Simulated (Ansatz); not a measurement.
Write a Python script for the Ansatz DFT code, driven from Python that makes a polarisability from point charges of FH2O2Si, SMILES [O][SiH](O)F. Use (for the species named): PBE, def2-SVP basis, multiplicity 2.

```yaml
atoms:
  - { symbol: O, position_ang: [-1.0488, -1.4594, 0.1196] }
  - { symbol: Si, position_ang: [0.0964, -0.2025, 0.2951] }
  - { symbol: O, position_ang: [-0.3751, 1.1891, -0.6264] }
  - { symbol: F, position_ang: [0.3024, 0.2251, 1.9219] }
  - { symbol: H, position_ang: [1.3965, -0.7158, -0.1999] }
  - { symbol: H, position_ang: [-0.3293, 0.8995, -1.5564] }
```

`run_field.py`
```python
"""Response of FH2O2Si to a pair of distant point charges."""

import ansatz
import numpy as np

geometry = (
    ansatz.Crystal.molecule()
    .atom("O", (-1.0488, -1.4594, 0.1196))
    .atom("Si", (0.0964, -0.2025, 0.2951))
    .atom("O", (-0.3751, 1.1891, -0.6264))
    .atom("F", (0.3024, 0.2251, 1.9219))
    .atom("H", (1.3965, -0.7158, -0.1999))
    .atom("H", (-0.3293, 0.8995, -1.5564))
)

setup = (
    geometry.calculation()
    .basis(gaussian="def2-SVP")
    .functional("pbe")
    .spin("collinear", total=1)
    .forces()
)
# charges +q and -q at -R and +R make a nearly even field 2 k q / R^2 at the centre
centre = np.mean([site.position_ang for site in geometry.cartesian_sites], axis=0)
field = 2 * 14.399645 * 4.0 / 30.0 ** 2


def dipole(axis, sign):
    arm = 30.0 * np.eye(3)[axis]
    pair = [{"charge": sign * 4.0, "position_ang": (centre - arm).tolist()}, {"charge": -sign * 4.0, "position_ang": (centre + arm).tolist()}]
    deck = setup.input().set(ansatz.key.basis.gaussian.point_charges, pair)
    return np.array(ansatz.Session.from_dict(deck).plan().execute().report["charge_distribution"]["dipole_moment_e_ang"])


print(f"field {field:.4f} V/A")
alpha = np.array([(dipole(axis, 1) - dipole(axis, -1)) / (2 * field) * 14.399645 for axis in range(3)])
print("polarisability tensor (A^3)")
print(np.array2string(alpha, precision=3, suppress_small=True))
print(f"mean {np.trace(alpha) / 3:.3f} A^3 = {np.trace(alpha) / 3 / 0.14818471:.2f} bohr^3")
```

Output of `python run_field.py`:
```text
field 0.1280 V/A
polarisability tensor (A^3)
[[ 4.096  0.387  0.006]
 [ 0.391  5.146 -0.619]
 [ 0.013 -0.614  4.2  ]]
mean 4.481 A^3 = 30.24 bohr^3
```

What to keep in mind:
- The geometry is a force-field or estimated start, not a minimum of this method, and the basis set is short of its limit. The field of two point charges is only nearly even.
- The species is open-shell (spin multiplicity 2).
- Without diffuse functions polarisabilities are unreliable, as a rule too low, and they change with the bond lengths of this unrelaxed start.
- Timing: 39 s on 1 thread of Arm Neoverse V1 (shared host), peak memory 0.21 GiB.

(Lines on the test bed's own set-up are left out of the output.)
